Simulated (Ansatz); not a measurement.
# Cu16H3CF: the cost of one run

Program: Ansatz 0.2.0. Level of theory: DFT PBE+D3(BJ), scalar-relativistic, plane waves, PAW. These are calculated values, not measurements.

2 further runs of the same task are left out: 2 set aside as unsound or not needed.

**1. The starting structure**

The structure is tetragonal, space group P4mm (No. 99). Conventional cell: a = 2.520 Å, b = 2.520 Å, c = 21.345 Å, α = 90.00°, β = 90.00°, γ = 90.00°. Cu (site symmetry 4mm) has 8 Cu at 2.52 Å in its first shell of neighbours. Around Cu (site symmetry 4mm) lie 12 Cu at 2.52 to 2.55 Å. Cu (site symmetry 4mm) is surrounded by 12 Cu at 2.51 to 2.55 Å. Around Cu (site symmetry 4mm) lie 8 Cu at 2.51 to 2.52 Å.

As a file:

```
Cu
1.0
     5.03937    0.00000    0.00000
     0.00000    5.03937    0.00000
     0.00000    0.00000   21.34506
Cu
16
Cartesian
  1.2598 1.2598 8.0000
  1.2598 3.7795 8.0000
  3.7795 1.2598 8.0000
  3.7795 3.7795 8.0000
  2.5197 2.5197 9.7817
  2.5197 0.0000 9.7817
  0.0000 2.5197 9.7817
  0.0000 0.0000 9.7817
  3.7795 3.7795 11.6011
  3.7795 1.2598 11.6011
  1.2598 3.7795 11.6011
  1.2598 1.2598 11.6011
  0.0000 0.0000 13.3685
  0.0000 2.5197 13.3685
  2.5197 0.0000 13.3685
  2.5197 2.5197 13.3685
```

Planes are indexed in the bulk's conventional cell (Fm-3m (No. 225)), a = 3.563 Å, b = 3.563 Å, c = 3.563 Å, α = 90.00°, β = 90.00°, γ = 90.00°.

It is a (100) slab, 5.3 Å thick as cut, with 16 Å of vacuum, in a 2×2 surface cell; its outer planes are Cu (top) and Cu (bottom). An earlier relaxation, lower half held, gave -106004.4347 eV, work function 4.52 eV.

**2. CH3F, donor, over a hollow over Cu site**

input.yaml

```yaml
crystal:
  lattice:
    - [5.0393684366, 0.0, 0.0]
    - [0.0, 5.0393684366, 0.0]
    - [0.0, 0.0, 25.0963573916]
  atoms:
    - { symbol: Cu, position: [0.25, 0.25, 0.3187713609] }
    - { symbol: Cu, position: [0.25, 0.75, 0.3187713609] }
    - { symbol: Cu, position: [0.75, 0.25, 0.3187713609] }
    - { symbol: Cu, position: [0.75, 0.75, 0.3187713609] }
    - { symbol: Cu, position: [0.5, 0.5, 0.3897651617] }
    - { symbol: Cu, position: [0.5, 0.0, 0.3897651617] }
    - { symbol: Cu, position: [0.0, 0.5, 0.3897651617] }
    - { symbol: Cu, position: [0.0, 0.0, 0.3897651617] }
    - { symbol: Cu, position: [0.75, 0.75, 0.46226049] }
    - { symbol: Cu, position: [0.75, 0.25, 0.46226049] }
    - { symbol: Cu, position: [0.25, 0.75, 0.46226049] }
    - { symbol: Cu, position: [0.25, 0.25, 0.46226049] }
    - { symbol: Cu, position: [0.0, 0.0, 0.5326887337] }
    - { symbol: Cu, position: [0.0, 0.5, 0.5326887337] }
    - { symbol: Cu, position: [0.5, 0.0, 0.5326887337] }
    - { symbol: Cu, position: [0.5, 0.5, 0.5326887337] }
    - { symbol: C, position: [0.75, 0.75, 0.6534831563] }
    - { symbol: F, position: [0.75, 0.75, 0.5984353269] }
    - { symbol: H, position: [0.5425817427, 0.7422260723, 0.6682183624] }
    - { symbol: H, position: [0.8604521479, 0.5742634512, 0.6682183624] }
    - { symbol: H, position: [0.8469661094, 0.9335104764, 0.6682183624] }
basis:
  ecutwfc: 420
kpoints:
  mp_grid: { grid: [4, 4, 1] }
hamiltonian:
  xc: pbe
  dispersion: d3bj
scf:
  occupations: { method: gaussian, width: 0.1 }
output:
  forces: true
  eigenvalues: true
  write_density: true
  write_potential: true
  elf: true
  volumetric_format: npy
relax:
  adjacent_minimum: "off"
  f_tol: 0.04
  max_steps: 100
  constraints: [{ sites: [0, 1, 2, 3, 4, 5, 6, 7] }]
efield:
  axis: 3
  dipole_correction: true
  ramp_width: 0.04
```

The run is started by

```bash
$ ansatz run input.yaml --threads 4 --pin off --max-ram 10240MiB --backend cpu --events-out ev --progress --plain --runs-dir out
```

Q: Estimate wall time and peak memory on 4 threads of Arm Neoverse V1, shared host.

About 9 min, with a peak of 2.8 GiB.
